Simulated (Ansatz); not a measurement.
# WO3: an energy map over bond length W2–O3 and bond length W2–O4

How does the energy of O3W, SMILES [O]=[W](=[O])=[O] change over two coordinates at once? A grid of runs gives the map.

The runs use Ansatz 0.2.0; RKS PBE0-D4/def2-TZVP.

## 1. The starting structure

SMILES `[O]=[W](=[O])=[O]`, 4 atoms, charge 0, spin multiplicity 1.

Atoms are counted from 1 here; the program's logs count them from 0.

Bond lengths: O1–W2 1.737 Å, W2–O3 1.737 Å, W2–O4 1.737 Å. Angles: O1–W2–O3 105.4°, O1–W2–O4 105.4°, O3–W2–O4 105.4°.

Coordinates:

```
O    -0.2247    0.2737    1.5550
W    -0.4035   -0.3099   -0.0710
O     1.0829   -1.1331   -0.4314
O    -0.3991    1.1090   -1.0730
```

## 2. Relaxing the molecule

The input, input.yaml:

```yaml
crystal:
  periodic: [false, false, false]
  atoms:
    - { symbol: O, position_ang: [-0.224656, 0.273719, 1.555042] }
    - { symbol: W, position_ang: [-0.403541, -0.309937, -0.071042] }
    - { symbol: O, position_ang: [1.082905, -1.133061, -0.431407] }
    - { symbol: O, position_ang: [-0.399109, 1.108979, -1.072993] }
basis:
  gaussian: { orbitals: def2-TZVP }
hamiltonian:
  xc: pbe0
  dispersion: d4
output:
  forces: true
relax:
  f_tol: 0.003
  max_steps: 120
```

Started as:

```console
ansatz run input.yaml --threads 1 --pin off --max-ram 2560MiB --backend cpu --events-out ev --progress --plain --runs-dir out
```

Standard output (excerpt; [...] marks lines left out):

```text
Warning: RAYON_NUM_THREADS=1 ignored (pool sized by the plan → 1); use --threads N
[...]
Functional definition: PBE0
[...]
853 factors; their error is unknown
[...]
mean field -7964.48057914 eV, -292.6892627647 hartree, gradient 3.0e-5 eV, S^2 0.000000; 0 other end points of the search recorded, 0 dependent functions left out
[...]
reference -7964.48060479 eV, -292.6892637073 hartree; 19, 19 occupied and 114, 114 virtual orbitals, 853 factors
relax step   1: F+E_penalty+E_count = -7964.55403277 eV  Δ(F+E_penalty+E_count) = +0.000e0 eV  max|allowed force component| = 1.907e0 eV/Å  Δτ_max = 0.0000 Å  (30 SCF iters, accepted)
[...]
relax step   4: F+E_penalty+E_count = -7964.62148252 eV  Δ(F+E_penalty+E_count) = -6.627e-4 eV  max|allowed force component| = 2.028e-2 eV/Å  Δτ_max = 0.0066 Å  (34 SCF iters, accepted)
[...]
relax step   5: F+E_penalty+E_count = -7964.62150615 eV  Δ(F+E_penalty+E_count) = -2.363e-5 eV  max|allowed force component| = 1.707e-3 eV/Å  Δτ_max = 0.0011 Å  (36 SCF iters, accepted)
853 factors; their error is unknown
[...]
mean field -7964.54776944 eV, -292.6917319627 hartree, gradient 2.6e-5 eV, S^2 0.000000; 1 other end points of the search recorded, 0 dependent functions left out
[...]
reference -7964.54779550 eV, -292.6917329201 hartree; 19, 19 occupied and 114, 114 virtual orbitals, 853 factors
Total energy: -7964.62153220 eV, -292.6944426941 hartree
Atom 0 at    -0.237495     0.265209     1.555047 Å, force     0.000566     0.000408     0.000072 eV/Å
Atom 1 at    -0.366425    -0.283680    -0.065219 Å, force    -0.001707    -0.001268    -0.000221 eV/Å
Atom 2 at     1.071709    -1.143344    -0.433911 Å, force     0.000558     0.000421     0.000081 eV/Å
Atom 3 at    -0.412190     1.101515    -1.076317 Å, force     0.000582     0.000439     0.000067 eV/Å
Dipole moment:    -0.974879    -0.688511    -0.154096 e Å
```

Wall time 13 s (1 thread of Intel Xeon 6975P-C (Granite Rapids), shared host); peak memory 0.24 GiB.

Relaxation path:

| step | energy from step 1 (eV) | largest force component (eV/Å) |
| --- | --- | --- |
| 1 | 0.0000 | 1.9068 |
| 2 | -0.0567 | 0.4670 |
| 3 | -0.0668 | 0.1004 |
| 4 | -0.0674 | 0.0203 |
| 5 | -0.0675 | 0.0017 |

Distances of close pairs at the start and the end, largest changes first:

| bond | before (Å) | after (Å) | change (Å) |
| --- | --- | --- | --- |
| W2–O4 | 1.737 | 1.716 | -0.021 |
| W2–O3 | 1.737 | 1.716 | -0.021 |
| O1–W2 | 1.737 | 1.716 | -0.021 |

## 3. Setting up the map

The axes are (1) bond length W2–O3: 15 values from 1.510 to 2.144 Å; (2) bond length W2–O4: 15 values from 1.510 to 2.144 Å.

Nothing else is relaxed (all other coordinates rigid). Energies count from the relaxed molecule at the same level.

Below, 2 of the grid's runs; all are launched alike.

## 4. Point bond length W2–O3 = 2.054 Å, bond length W2–O4 = 1.872 Å

The input, input.yaml:

```yaml
crystal:
  periodic: [false, false, false]
  atoms:
    - { symbol: O, position_ang: [-0.237495, 0.265209, 1.555047] }
    - { symbol: W, position_ang: [-0.366425, -0.28368, -0.065219] }
    - { symbol: O, position_ang: [1.355408, -1.312929, -0.506643] }
    - { symbol: O, position_ang: [-0.416363, 1.22782, -1.168512] }
basis:
  gaussian: { orbitals: def2-TZVP }
hamiltonian:
  xc: pbe0
  dispersion: d4
output:
  forces: true
```

Started as:

```console
ansatz run input.yaml --threads 1 --pin off --max-ram 2560MiB --backend cpu --events-out ev --progress --plain --runs-dir out
```

Standard output (excerpt; [...] marks lines left out):

```text
Warning: RAYON_NUM_THREADS=1 ignored (pool sized by the plan → 1); use --threads N
[...]
Functional definition: PBE0
[...]
853 factors; their error is unknown
[...]
mean field -7962.12087555 eV, -292.6025452571 hartree, gradient 1.5e-5 eV, S^2 0.000000; 0 other end points of the search recorded, 0 dependent functions left out
[...]
reference -7962.12090043 eV, -292.6025461716 hartree; 19, 19 occupied and 114, 114 virtual orbitals, 853 factors
Total energy: -7962.19065833 eV, -292.6051097271 hartree
Atom 0 at    -0.237495     0.265209     1.555047 Å, force    -0.254480    -0.577467    -1.642944 eV/Å
Atom 1 at    -0.366425    -0.283680    -0.065219 Å, force     7.105787     1.940306    -3.985022 eV/Å
Atom 2 at     1.355408    -1.312929    -0.506643 Å, force    -6.835473     3.882096     1.758331 eV/Å
Atom 3 at    -0.416363     1.227820    -1.168512 Å, force    -0.015834    -5.244934     3.869634 eV/Å
Dipole moment:    -1.120696    -0.567543     0.050000 e Å
```

It took 2.4 s on 1 thread of Intel Xeon 6975P-C (Granite Rapids), shared host; peak memory 0.23 GiB.

On the map this point reads 2.43 eV.

## 5. The run at bond length W2–O3 = 1.736 Å, bond length W2–O4 = 1.736 Å

The input, input.yaml:

```yaml
crystal:
  periodic: [false, false, false]
  atoms:
    - { symbol: O, position_ang: [-0.237495, 0.265209, 1.555047] }
    - { symbol: W, position_ang: [-0.366425, -0.28368, -0.065219] }
    - { symbol: O, position_ang: [1.088834, -1.153581, -0.438302] }
    - { symbol: O, position_ang: [-0.412735, 1.11801, -1.088358] }
basis:
  gaussian: { orbitals: def2-TZVP }
hamiltonian:
  xc: pbe0
  dispersion: d4
output:
  forces: true
```

Started as:

```console
ansatz run input.yaml --threads 1 --pin off --max-ram 2560MiB --backend cpu --events-out ev --progress --plain --runs-dir out
```

Standard output (excerpt; [...] marks lines left out):

```text
Warning: RAYON_NUM_THREADS=1 ignored (pool sized by the plan → 1); use --threads N
[...]
Functional definition: PBE0
[...]
853 factors; their error is unknown
[...]
mean field -7964.52466754 eV, -292.6908829835 hartree, gradient 3.4e-5 eV, S^2 0.000000; 0 other end points of the search recorded, 0 dependent functions left out
[...]
reference -7964.52469351 eV, -292.6908839376 hartree; 19, 19 occupied and 114, 114 virtual orbitals, 853 factors
Total energy: -7964.59808894 eV, -292.6935811701 hartree
Atom 0 at    -0.237495     0.265209     1.555047 Å, force    -0.025529    -0.064192    -0.165347 eV/Å
Atom 1 at    -0.366425    -0.283680    -0.065219 Å, force     0.982718     0.433615    -0.754740 eV/Å
Atom 2 at     1.088834    -1.153581    -0.438302 Å, force    -0.957657     0.540021     0.252649 eV/Å
Atom 3 at    -0.412735     1.118010    -1.088358 Å, force     0.000468    -0.909444     0.667438 eV/Å
Dipole moment:    -0.984015    -0.687513    -0.129502 e Å
```

It took 2.1 s on 1 thread of Intel Xeon 6975P-C (Granite Rapids), shared host; peak memory 0.23 GiB.

On the map this point reads 0.023 eV.

## 6. Energy over the grid

120 points were computed, 105 more follow by symmetry. Energies in eV, from the relaxed molecule at the same level:

```
bond length W2–O4 (Å) ↓, bond length W2–O3 (Å) →  1.510  1.555  1.600  1.646  1.691  1.736  1.782  1.827  1.872  1.918  1.963  2.008  2.054  2.099  2.144
                                           2.144   3.77   3.13   2.73   2.51   2.45   2.51   2.66   2.88   3.16   3.49   3.84   4.20   4.59   4.97   5.36
                                           2.099   3.44   2.80   2.39   2.17   2.10   2.15   2.30   2.52   2.80   3.12   3.46   3.83   4.21   4.59   4.97
                                           2.054   3.12   2.47   2.06   1.83   1.75   1.80   1.95   2.16   2.43   2.75   3.09   3.45   3.83   4.21   4.59
                                           2.008   2.80   2.15   1.72   1.49   1.41   1.45   1.59   1.80   2.06   2.38   2.72   3.07   3.45   3.83   4.20
                                           1.963   2.51   1.84   1.41   1.17   1.08   1.12   1.25   1.46   1.72   2.03   2.36   2.72   3.09   3.46   3.84
                                           1.918   2.24   1.56   1.13   0.87   0.78   0.81   0.94   1.14   1.39   1.70   2.03   2.38   2.75   3.12   3.49
                                           1.872   1.99   1.31   0.87   0.61   0.51   0.53   0.65   0.84   1.09   1.39   1.72   2.06   2.43   2.80   3.16
                                           1.827   1.81   1.11   0.66   0.39   0.28   0.30   0.41   0.60   0.84   1.14   1.46   1.80   2.16   2.52   2.88
                                           1.782   1.68   0.98   0.51   0.23   0.12   0.12   0.23   0.41   0.65   0.94   1.25   1.59   1.95   2.30   2.66
                                           1.736   1.63   0.92   0.44   0.15   0.03   0.02   0.12   0.30   0.53   0.81   1.12   1.45   1.80   2.15   2.51
                                           1.691   1.69   0.96   0.47   0.17   0.04   0.03   0.12   0.28   0.51   0.78   1.08   1.41   1.75   2.10   2.45
                                           1.646   1.87   1.13   0.63   0.32   0.17   0.15   0.23   0.39   0.61   0.87   1.17   1.49   1.83   2.17   2.51
                                           1.600   2.22   1.47   0.95   0.63   0.47   0.44   0.51   0.66   0.87   1.13   1.41   1.72   2.06   2.39   2.73
                                           1.555   2.76   1.99   1.47   1.13   0.96   0.92   0.98   1.11   1.31   1.56   1.84   2.15   2.47   2.80   3.13
                                           1.510   3.55   2.76   2.22   1.87   1.69   1.63   1.68   1.81   1.99   2.24   2.51   2.80   3.12   3.44   3.77
```

The dipole moment (D) at each point:

```
bond length W2–O4 (Å) ↓, bond length W2–O3 (Å) →  1.510  1.555  1.600  1.646  1.691  1.736  1.782  1.827  1.872  1.918  1.963  2.008  2.054  2.099  2.144
                                           2.144   6.26   6.19   6.13   6.09   6.07   6.05   6.05   6.05   6.06   6.08   6.10   6.12   6.14   6.15   6.16
                                           2.099   6.25   6.17   6.12   6.08   6.05   6.04   6.04   6.04   6.05   6.07   6.09   6.11   6.12   6.14   6.15
                                           2.054   6.22   6.15   6.09   6.05   6.03   6.02   6.02   6.03   6.04   6.06   6.07   6.09   6.11   6.12   6.14
                                           2.008   6.18   6.11   6.06   6.02   6.00   5.99   5.99   6.00   6.02   6.04   6.06   6.07   6.09   6.11   6.12
                                           1.963   6.14   6.07   6.02   5.99   5.97   5.96   5.97   5.98   5.99   6.01   6.03   6.06   6.07   6.09   6.10
                                           1.918   6.09   6.03   5.98   5.95   5.93   5.93   5.93   5.95   5.97   5.99   6.01   6.04   6.06   6.07   6.08
                                           1.872   6.03   5.97   5.93   5.90   5.89   5.89   5.90   5.92   5.94   5.97   5.99   6.02   6.04   6.05   6.06
                                           1.827   5.98   5.92   5.88   5.86   5.85   5.86   5.87   5.89   5.92   5.95   5.98   6.00   6.03   6.04   6.05
                                           1.782   5.92   5.86   5.83   5.82   5.81   5.83   5.85   5.87   5.90   5.93   5.97   5.99   6.02   6.04   6.05
                                           1.736   5.86   5.81   5.79   5.78   5.78   5.80   5.83   5.86   5.89   5.93   5.96   5.99   6.02   6.04   6.05
                                           1.691   5.81   5.77   5.75   5.75   5.76   5.78   5.81   5.85   5.89   5.93   5.97   6.00   6.03   6.05   6.07
                                           1.646   5.76   5.73   5.72   5.73   5.75   5.78   5.82   5.86   5.90   5.95   5.99   6.02   6.05   6.08   6.09
                                           1.600   5.73   5.71   5.71   5.72   5.75   5.79   5.83   5.88   5.93   5.98   6.02   6.06   6.09   6.12   6.13
                                           1.555   5.72   5.70   5.71   5.73   5.77   5.81   5.86   5.92   5.97   6.03   6.07   6.11   6.15   6.17   6.19
                                           1.510   5.72   5.72   5.73   5.76   5.81   5.86   5.92   5.98   6.03   6.09   6.14   6.18   6.22   6.25   6.26
```

## 7. Outcome

```
               quantity                                                                                                                                                           value
           lowest point                                                                                              bond length W2–O3 = 1.736 Å, bond length W2–O4 = 1.736 Å, 0.023 eV
 highest computed point                                                                              bond length W2–O3 = 2.144 Å, bond length W2–O4 = 2.144 Å, 5.33 eV above the lowest
      dipole moment (D)  5.70 at bond length W2–O3 = 1.555 Å, bond length W2–O4 = 1.555 Å to 6.26 at bond length W2–O3 = 1.510 Å, bond length W2–O4 = 2.144 Å; 5.80 at the lowest point
time for the whole task                                                                                                                                4.9 min on 1 thread, shared host
```

The lowest computed point is at bond length W2–O3 = 1.736 Å, bond length W2–O4 = 1.736 Å, 0.023 eV from the relaxed molecule at the same level. The grid shows no other well, apart from its symmetry copies. The highest computed point, bond length W2–O3 = 2.144 Å, bond length W2–O4 = 2.144 Å, lies 5.33 eV above the lowest. Round the minimum the two coordinates are nearly uncoupled.
